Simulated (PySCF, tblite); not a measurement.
# C₂H₃B₂F₂N: dynamics, then NMR shifts and electronic excitations on frames, part 2 of 2

tblite 0.8.0 and PySCF 2.14.0. Atoms count from 0. The steps go on from the part before.

### Step 9. Nuclear shieldings: 800 fs, PBE0/pcSseg-1

Job settings and geometry (Å):

```
{"job": {"kind": "nmr", "xc": "PBE0", "basis": "pcSseg-1", "pop": false}, "charge": 0, "multiplicity": 1}
N     -2.207800    -1.155900    -0.452600
B     -1.763600     0.120300    -0.188300
C     -0.239100     0.289100     0.023800
C      0.897800     0.452700     0.346400
B      2.358600     0.649000     0.710300
F      2.857900     1.518500     1.532800
F      3.178800    -0.321900     0.369900
H     -3.098200    -1.343000    -0.778900
H     -1.718800    -2.048500    -0.131000
H     -2.415300     1.068600    -0.208900
```

Method: GIAO PBE0/pcSseg-1 NMR shielding, non-relativistic, gas phase.

Output:

```text
coarse grid: 9440 points
cycle   1  E = -381.6808395806  dE =  9.175e-01  |g| = 6.967e-01  |ddm| = 3.046e+00
cycle   2  E = -381.6332199939  dE =  4.762e-02  |g| = 9.202e-01  |ddm| = 9.365e-01
cycle   3  E = -381.7663006214  dE = -1.331e-01  |g| = 1.250e-01  |ddm| = 4.914e-01
cycle   4  E = -381.7693599338  dE = -3.059e-03  |g| = 6.023e-02  |ddm| = 1.220e-01
cycle   5  E = -381.7701835807  dE = -8.236e-04  |g| = 1.847e-02  |ddm| = 4.848e-02
cycle   6  E = -381.7702683185  dE = -8.474e-05  |g| = 3.830e-03  |ddm| = 1.804e-02
cycle   7  E = -381.7702714367  dE = -3.118e-06  |g| = 1.147e-03  |ddm| = 2.986e-03
final grid: 95152 points
cycle   8  E = -381.8172457180  dE = -6.250e-05  |g| = 4.882e-03  |ddm| = 2.396e-02
cycle   9  E = -381.8172444286  dE =  1.289e-06  |g| = 5.589e-03  |ddm| = 7.170e-03
cycle  10  E = -381.8172503604  dE = -5.932e-06  |g| = 9.377e-04  |ddm| = 3.428e-03
cycle  11  E = -381.8172505632  dE = -2.028e-07  |g| = 2.414e-04  |ddm| = 8.809e-04
cycle  12  E = -381.8172505732  dE = -9.957e-09  |g| = 1.327e-04  |ddm| = 2.418e-04
cycle  13  E = -381.8172505773  dE = -4.103e-09  |g| = 4.166e-05  |ddm| = 1.147e-04
cycle  14  E = -381.8172505777  dE = -4.407e-10  |g| = 8.339e-06  |ddm| = 3.283e-05
converged SCF energy = -381.8172505777

GIAO shielding tensors (ppm)
atom      isotropic    diamagn.    paramagn.     s11        s22        s33       span
  0 N      144.061     315.856    -171.795     34.451    178.545    219.188    184.737
  1 B       71.463     196.958    -125.495     32.055     58.719    123.615     91.561
  2 C       68.064     262.568    -194.504    -39.999    -21.667    265.859    305.858
  3 C       83.925     264.572    -180.647      3.602      7.798    240.375    236.774
  4 B       84.906     196.403    -111.497     76.844     88.275     89.598     12.754
  5 F      250.885     465.647    -214.762     80.643    298.153    373.860    293.217
  6 F      231.280     469.359    -238.078     40.787    290.240    362.814    322.027
  7 H       28.406      29.751      -1.345     24.114     25.532     35.571     11.457
  8 H       25.779      29.256      -3.477     21.556     24.228     31.553      9.997
  9 H       27.127      29.956      -2.829     25.938     26.908     28.536      2.599
```

It took 7.7 s on 1 thread of Intel Xeon Platinum 8559C, shared host; peak memory 0.63 GiB.

In short: δ C2 118.9, C3 103.0, N0 123.7, B1 28.6, H8 5.94, H9 4.59 ppm.

### Step 10. Excited states and response: 800 fs, PBE0/def2-SVPD

Settings changed since step 9:

```diff
@@ -1,2 +1,2 @@
-{"job": {"kind": "nmr", "xc": "PBE0", "basis": "pcSseg-1", "pop": false}, "charge": 0, "multiplicity": 1}
+{"job": {"kind": "uv", "xc": "PBE0", "basis": "def2-SVPD", "nstates": 5, "ntriplets": 0}, "charge": 0, "multiplicity": 1}
 N     -2.207800    -1.155900    -0.452600
```

With the program's defaults for keys left out, this is: TDDFT PBE0/def2-SVPD, vertical, gas phase, core orbitals frozen in the response.

Output:

```text
coarse grid: 9440 points
cycle   1  E = -381.4500984115  dE =  8.703e-01  |g| = 6.496e-01  |ddm| = 1.291e+01
cycle   2  E = -381.4023321604  dE =  4.777e-02  |g| = 8.602e-01  |ddm| = 2.347e+00
cycle   3  E = -381.5302265427  dE = -1.279e-01  |g| = 1.248e-01  |ddm| = 1.596e+00
cycle   4  E = -381.5334332457  dE = -3.207e-03  |g| = 5.636e-02  |ddm| = 2.488e-01
cycle   5  E = -381.5341561514  dE = -7.229e-04  |g| = 1.814e-02  |ddm| = 9.911e-02
cycle   6  E = -381.5342432829  dE = -8.713e-05  |g| = 3.391e-03  |ddm| = 3.962e-02
cycle   7  E = -381.5342458524  dE = -2.569e-06  |g| = 1.069e-03  |ddm| = 8.729e-03
final grid: 95152 points
cycle   8  E = -381.5823704865  dE = -4.974e-05  |g| = 4.310e-03  |ddm| = 1.246e-01
cycle   9  E = -381.5823688344  dE =  1.652e-06  |g| = 5.272e-03  |ddm| = 1.851e-02
cycle  10  E = -381.5823748415  dE = -6.007e-06  |g| = 7.752e-04  |ddm| = 8.442e-03
cycle  11  E = -381.5823749896  dE = -1.481e-07  |g| = 2.221e-04  |ddm| = 1.870e-03
cycle  12  E = -381.5823749978  dE = -8.185e-09  |g| = 1.335e-04  |ddm| = 5.144e-04
cycle  13  E = -381.5823750022  dE = -4.359e-09  |g| = 3.519e-05  |ddm| = 2.396e-04
cycle  14  E = -381.5823750025  dE = -3.272e-10  |g| = 6.405e-06  |ddm| = 6.990e-05
converged SCF energy = -381.5823750025

Static polarisability (au): isotropic 59.727, principal 39.794 50.869 88.518

Singlet excitations
state   eV       nm        f      main configurations
  1   4.5661    271.5   0.00087   H->L 0.80, H-1->L 0.19
  2   5.4488    227.5   0.16093   H-1->L 0.68, H->L 0.15, H->L+1 0.08
  3   6.4598    191.9   0.03098   H-2->L 0.81
  4   6.8021    182.3   0.00623   H-1->L+1 0.61, H->L+1 0.23
  5   7.2758    170.4   0.22157   H->L+1 0.34, H-3->L 0.21, H-1->L+1 0.12
```

It took 12 s on 1 thread of Intel Xeon Platinum 8559C, shared host; peak memory 0.71 GiB.

This run: HOMO -8.33 eV, LUMO -1.95 eV; lowest singlet 4.57 eV.

### Step 11. NMR shieldings: 1000 fs, PBE0/pcSseg-1

Job settings and geometry (Å):

```
{"job": {"kind": "nmr", "xc": "PBE0", "basis": "pcSseg-1", "pop": false}, "charge": 0, "multiplicity": 1}
N     -2.432700    -0.806500    -1.019800
B     -1.912100     0.396800    -0.576100
C     -0.478800     0.429900    -0.033800
C      0.465200     0.726900     0.686600
B      1.822200     0.870000     1.345500
F      2.238000     1.936700     2.028000
F      2.745100    -0.044700     1.075900
H     -3.407400    -0.801900    -1.325500
H     -2.037100    -1.745500    -1.001400
H     -2.460300     1.420500    -0.485900
```

Level: GIAO PBE0/pcSseg-1 NMR shielding, non-relativistic, gas phase.

Output:

```text
coarse grid: 9440 points
cycle   1  E = -381.6920486779  dE =  8.044e-01  |g| = 6.844e-01  |ddm| = 2.929e+00
cycle   2  E = -381.6366991220  dE =  5.535e-02  |g| = 9.371e-01  |ddm| = 9.117e-01
cycle   3  E = -381.7730089266  dE = -1.363e-01  |g| = 1.389e-01  |ddm| = 5.231e-01
cycle   4  E = -381.7768264472  dE = -3.818e-03  |g| = 6.804e-02  |ddm| = 1.363e-01
cycle   5  E = -381.7779168374  dE = -1.090e-03  |g| = 1.857e-02  |ddm| = 5.322e-02
cycle   6  E = -381.7780037069  dE = -8.687e-05  |g| = 3.645e-03  |ddm| = 1.816e-02
cycle   7  E = -381.7780065971  dE = -2.890e-06  |g| = 1.203e-03  |ddm| = 3.417e-03
final grid: 95152 points
cycle   8  E = -381.8235392724  dE = -4.912e-05  |g| = 5.054e-03  |ddm| = 2.026e-02
cycle   9  E = -381.8235382949  dE =  9.775e-07  |g| = 5.708e-03  |ddm| = 6.565e-03
cycle  10  E = -381.8235442462  dE = -5.951e-06  |g| = 9.146e-04  |ddm| = 3.249e-03
cycle  11  E = -381.8235444416  dE = -1.954e-07  |g| = 2.129e-04  |ddm| = 8.285e-04
cycle  12  E = -381.8235444517  dE = -1.017e-08  |g| = 7.235e-05  |ddm| = 2.255e-04
cycle  13  E = -381.8235444524  dE = -7.117e-10  |g| = 4.557e-05  |ddm| = 7.558e-05
cycle  14  E = -381.8235444529  dE = -5.130e-10  |g| = 1.207e-05  |ddm| = 3.720e-05
converged SCF energy = -381.8235444529

GIAO shielding tensors (ppm)
atom      isotropic    diamagn.    paramagn.     s11        s22        s33       span
  0 N      143.900     314.700    -170.799     32.606    178.520    220.575    187.969
  1 B       72.194     196.701    -124.507     35.077     58.458    123.046     87.969
  2 C       61.852     264.910    -203.058    -47.592    -32.787    265.936    313.528
  3 C       72.231     267.322    -195.091    -10.350      0.019    227.024    237.374
  4 B       83.784     196.718    -112.934     75.984     86.570     88.798     12.814
  5 F      246.563     465.987    -219.424     68.259    301.166    370.263    302.005
  6 F      230.868     470.418    -239.550     45.817    292.515    354.273    308.456
  7 H       27.088      26.193       0.895     22.333     24.575     34.357     12.024
  8 H       26.537      30.691      -4.154     22.731     24.511     32.369      9.637
  9 H       26.579      29.307      -2.728     25.141     25.600     28.995      3.855
```

Wall time 7.7 s (1 thread of Intel Xeon Platinum 8559C, shared host); peak memory 0.63 GiB.

This run: δ C2 125.1, C3 114.7, N0 123.8, B1 27.9, H8 5.18, H9 5.14 ppm.

### Step 12. Excited states and response: 1000 fs, PBE0/def2-SVPD

Settings changed since step 11:

```diff
@@ -1,2 +1,2 @@
-{"job": {"kind": "nmr", "xc": "PBE0", "basis": "pcSseg-1", "pop": false}, "charge": 0, "multiplicity": 1}
+{"job": {"kind": "uv", "xc": "PBE0", "basis": "def2-SVPD", "nstates": 5, "ntriplets": 0}, "charge": 0, "multiplicity": 1}
 N     -2.432700    -0.806500    -1.019800
```

With the program's defaults for keys left out, this is: TDDFT PBE0/def2-SVPD, vertical, gas phase, core orbitals frozen in the response.

Output:

```text
coarse grid: 9440 points
cycle   1  E = -381.4629644736  dE =  7.565e-01  |g| = 6.379e-01  |ddm| = 7.820e+00
cycle   2  E = -381.4080605057  dE =  5.490e-02  |g| = 8.752e-01  |ddm| = 1.854e+00
cycle   3  E = -381.5386930336  dE = -1.306e-01  |g| = 1.387e-01  |ddm| = 1.144e+00
cycle   4  E = -381.5426993554  dE = -4.006e-03  |g| = 6.332e-02  |ddm| = 2.725e-01
cycle   5  E = -381.5436467612  dE = -9.474e-04  |g| = 1.806e-02  |ddm| = 1.031e-01
cycle   6  E = -381.5437348633  dE = -8.810e-05  |g| = 3.154e-03  |ddm| = 3.750e-02
cycle   7  E = -381.5437371591  dE = -2.296e-06  |g| = 1.100e-03  |ddm| = 7.392e-03
final grid: 95152 points
cycle   8  E = -381.5902024125  dE = -4.117e-05  |g| = 4.433e-03  |ddm| = 8.649e-02
cycle   9  E = -381.5902010969  dE =  1.316e-06  |g| = 5.292e-03  |ddm| = 2.143e-02
cycle  10  E = -381.5902069661  dE = -5.869e-06  |g| = 7.830e-04  |ddm| = 7.473e-03
cycle  11  E = -381.5902071216  dE = -1.554e-07  |g| = 1.983e-04  |ddm| = 2.106e-03
cycle  12  E = -381.5902071291  dE = -7.496e-09  |g| = 1.034e-04  |ddm| = 4.759e-04
cycle  13  E = -381.5902071313  dE = -2.267e-09  |g| = 4.682e-05  |ddm| = 1.976e-04
cycle  14  E = -381.5902071319  dE = -5.789e-10  |g| = 6.806e-06  |ddm| = 7.248e-05
converged SCF energy = -381.5902071319

Static polarisability (au): isotropic 61.787, principal 40.086 50.743 94.531

Singlet excitations
state   eV       nm        f      main configurations
  1   4.3055    288.0   0.00071   H->L 0.99
  2   5.3040    233.8   0.14389   H-1->L 0.77, H->L+1 0.16
  3   6.4375    192.6   0.00573   H-1->L+1 0.84
  4   6.6977    185.1   0.12662   H-2->L 0.74
  5   6.9525    178.3   0.03998   H-3->L 0.88
```

Wall time 12 s (1 thread of Intel Xeon Platinum 8559C, shared host); peak memory 0.71 GiB.

This run: HOMO -8.27 eV, LUMO -2.09 eV; lowest singlet 4.31 eV.

### Step 13. Run by run: NMR shifts

Shifts (ppm) of some atoms, chosen among heavy atoms and hydrogens apart, with basis size and wall time:

| frame | C2 | C3 | H8 | H7 | N0 | F5 | F6 | functions | time |
| --- | --- | --- | --- | --- | --- | --- | --- | --- | --- |
| 250 fs | 133.1 | 113.2 | 5.99 | 5.67 | 136.8 | -55.0 | -76.4 | 134 | 7.8 s |
| 425 fs | 131.5 | 107.5 | 5.79 | 6.38 | 142.6 | -80.3 | -67.1 | 134 | 7.6 s |
| 625 fs | 115.9 | 113.5 | 4.43 | 5.77 | 123.9 | -62.2 | -62.6 | 134 | 7.7 s |
| 800 fs | 118.9 | 103.0 | 5.94 | 3.31 | 123.7 | -79.9 | -60.3 | 134 | 7.7 s |
| 1000 fs | 125.1 | 114.7 | 5.18 | 4.63 | 123.8 | -75.6 | -59.9 | 134 | 7.7 s |

### Step 14. Side by side: electronic excitations

Excitations and ground-state properties, with basis size and wall time:

| frame | lowest singlet (eV) | brightest (eV) | f | gap (eV) | α (Å³) | μ (D) | functions | time |
| --- | --- | --- | --- | --- | --- | --- | --- | --- |
| 250 fs | 4.83 | 7.07 | 0.196 | 6.57 | 9.32 | 4.29 | 170 | 12 s |
| 425 fs | 4.89 | 7.06 | 0.439 | 6.63 | 9.19 | 3.79 | 170 | 12 s |
| 625 fs | 4.53 | 6.73 | 0.135 | 6.35 | 9.22 | 4.04 | 170 | 12 s |
| 800 fs | 4.57 | 7.28 | 0.222 | 6.39 | 8.85 | 3.48 | 170 | 12 s |
| 1000 fs | 4.31 | 5.30 | 0.144 | 6.18 | 9.16 | 4.02 | 170 | 12 s |

### Step 15. Results

This closing draws on all 2 parts.

```
                                           quantity                        value
                                         thermostat                        300 K
                      mean temperature, second half                        371 K
            mean potential energy above the minimum                      0.36 eV
     13C shifts against TMS (PBE0/pcSseg-1, 250 fs)             133.1, 113.2 ppm
      1H shifts against TMS (PBE0/pcSseg-1, 250 fs)         5.99, 5.67, 4.84 ppm
     15N shifts against NH3 (PBE0/pcSseg-1, 250 fs)                    136.8 ppm
11B shifts against BF3·OEt2 (PBE0/pcSseg-1, 250 fs)               28.4, 17.6 ppm
   19F shifts against CFCl3 (PBE0/pcSseg-1, 250 fs)             -55.0, -76.4 ppm
            lowest singlet (PBE0/def2-SVPD, 250 fs)  4.83 eV (257 nm), f = 0.001
           brightest single state of those computed  state 5, 7.07 eV, f = 0.196
                           range of the shift of F5           -80.3 to -55.0 ppm
                        range of the lowest singlet              4.31 to 4.89 eV
```

**Reading.** In the second half the potential energy averages 0.36 eV above the minimum; equipartition over 24 harmonic modes at 300 K would give 0.31 eV. With 10 atoms the temperature swings widely (208 to 508 K). Shifts at one fixed geometry are not the observed spectrum, which averages over the motion. In the first frame run (250 fs): The first singlet state (HOMO→LUMO 0.67, HOMO−1→LUMO 0.26) lies at 4.83 eV and is dark; of the 5 states computed, the strongest absorption comes from state 5 at 7.07 eV (the last computed, so partners may be missing). In ppm, F5 moves most: its shift spreads over 25.3 ppm, from -80.3 (425 fs) to -55.0 (250 fs). The lowest singlet runs from 4.31 eV (1000 fs) to 4.89 eV (425 fs), while the orbital gap spans 6.18 to 6.63 eV. The lowest state need not be the same one in every run. The runs solved for a few states only, so the brightest column depends on that window.
